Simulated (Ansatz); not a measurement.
# SW: the cost of one run

Computed with Ansatz 0.2.0 (the levels named in each step, unless a step's input says otherwise).

## 1. The structure to begin with

Bond lengths: S1–W2 2.157 Å.

Coordinates:

```xyz
2

S     0.0000    0.0000    0.0000
W     0.0000    0.0000    2.1565
```

## 2. A rough first relaxation, PBE-D4/def2-SVP

The input, input.yaml:

```yaml
crystal:
  periodic: [false, false, false]
  atoms:
    - { symbol: S, position_ang: [0.0, 0.0, 0.0] }
    - { symbol: W, position_ang: [0.0, 0.0, 2.15651] }
basis:
  gaussian: { orbitals: def2-SVP }
hamiltonian:
  xc: pbe
  dispersion: d4
relax:
  f_tol: 0.03
  max_steps: 200
```

Started as:

```sh
> ansatz run input.yaml --threads 2 --pin off --max-ram 5120MiB --backend cpu --events-out ev --progress --plain --runs-dir out
```

Q: Estimate wall time and peak memory on 2 threads of Intel Xeon Platinum 8488C (Sapphire Rapids), shared host.

About 7.3 s, with a peak of 0.13 GiB.
